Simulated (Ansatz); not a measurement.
Zn₃Ag, space group P-6m2, a charge-density difference against the sublattices

Program: Ansatz 0.2.0 through its Python package.

`drho_zn3ag.py`:
```python
"""Density of Zn3Ag less that of its sublattices."""

import ansatz
import numpy as np

vectors0 = np.array([
    [2.847009, 0.0, 0.0],
    [-1.423505, 2.465582, 0.0],
    [0.0, 0.0, 8.558412],
])
sites = [
    ("Zn", (2 / 3, 1 / 3, 0.5)),
    ("Zn", (1 / 3, 2 / 3, 0.256796)),
    ("Zn", (1 / 3, 2 / 3, 0.743204)),
    ("Ag", (2 / 3, 1 / 3, 0.0)),
]


def crystal_on(cell):
    crystal = ansatz.Crystal(lattice=ansatz.Lattice.of(cell))
    for symbol, position in sites:
        crystal = crystal.atom(symbol, position)
    return crystal

# same cell, cutoff and mesh for the crystal and its parts
def solve(crystal):
    return (
        crystal.calculation()
        .functional("pbesol", dispersion="d3bjatm")
        .occupations("Gaussian")
        .scf(tolerance=1e-07)
        .basis(460, grid_basis="typed")
        .kpoints(9, 9, 3)
        .density()
        .run(threads=1)
    )


whole = solve(crystal_on(vectors0))
difference = whole.density().channels[0].density_e_per_ang3.copy()
binding = whole.report["free_energy_ev"]
for element in ["Zn", "Ag"]:
    part = ansatz.Crystal(lattice=ansatz.Lattice.of(vectors0))
    for symbol, position in sites:
        if symbol == element:
            part = part.atom(symbol, position)
    alone = solve(part)
    difference -= alone.density().channels[0].density_e_per_ang3
    binding -= alone.report["free_energy_ev"]
    print(f"{element} sublattice: {alone.report['n_electrons']:g} electrons, {alone.report['n_iterations']} iterations")

voxel = abs(np.linalg.det(vectors0)) / difference.size
print(f"energy of the crystal less its unpolarised sublattices: {binding / len(sites):.4f} eV/atom")
print(f"net charge of the difference {difference.sum() * voxel:.5f} e, charge rearranged {0.5 * np.abs(difference).sum() * voxel:.3f} e")
print(f"extremes {difference.min():.4f} and {difference.max():.4f} e/A^3")
for (symbol, position) in sites:
    index = tuple(int(round(p * n)) % n for p, n in zip(position, difference.shape))
    print(f"  change of the pseudo-density at the grid point nearest {symbol}: {difference[index]:+.4f} e/A^3")
```

Output of `python drho_zn3ag.py`:
```text
Zn sublattice: 36 electrons, 8 iterations
Ag sublattice: 19 electrons, 6 iterations
energy of the crystal less its unpolarised sublattices: -0.5920 eV/atom
net charge of the difference 0.00000 e, charge rearranged 0.269 e
extremes -0.1146 and 0.0384 e/A^3
  change of the pseudo-density at the grid point nearest Zn: +0.0055 e/A^3
  change of the pseudo-density at the grid point nearest Zn: -0.0488 e/A^3
  change of the pseudo-density at the grid point nearest Zn: -0.0488 e/A^3
  change of the pseudo-density at the grid point nearest Ag: -0.0603 e/A^3
```

These settings explore the input space; cutoff and mesh may be short of convergence. Dispersion corrections can be off by several per cent in the lattices of metals, and by several GPa in the pressure at a fixed cell. The mesh is modest for a metal, so energies can be off by several to tens of meV an atom and pressures by half a GPa or more; differences at equal mesh fare better. Grid values close to the nuclei reflect the PAW or pseudopotential construction, not the all-electron fields. This cell is a computed structure, which may not be the phase found in nature. Charge moved counts every rearrangement, bonding and polarisation too, and is no transfer between atoms; the bare sublattices are artificial references. Values near the nuclei depend on the potentials. Timing: 10 s on 1 thread of Arm Neoverse V1 (shared host), peak memory 0.37 GiB.
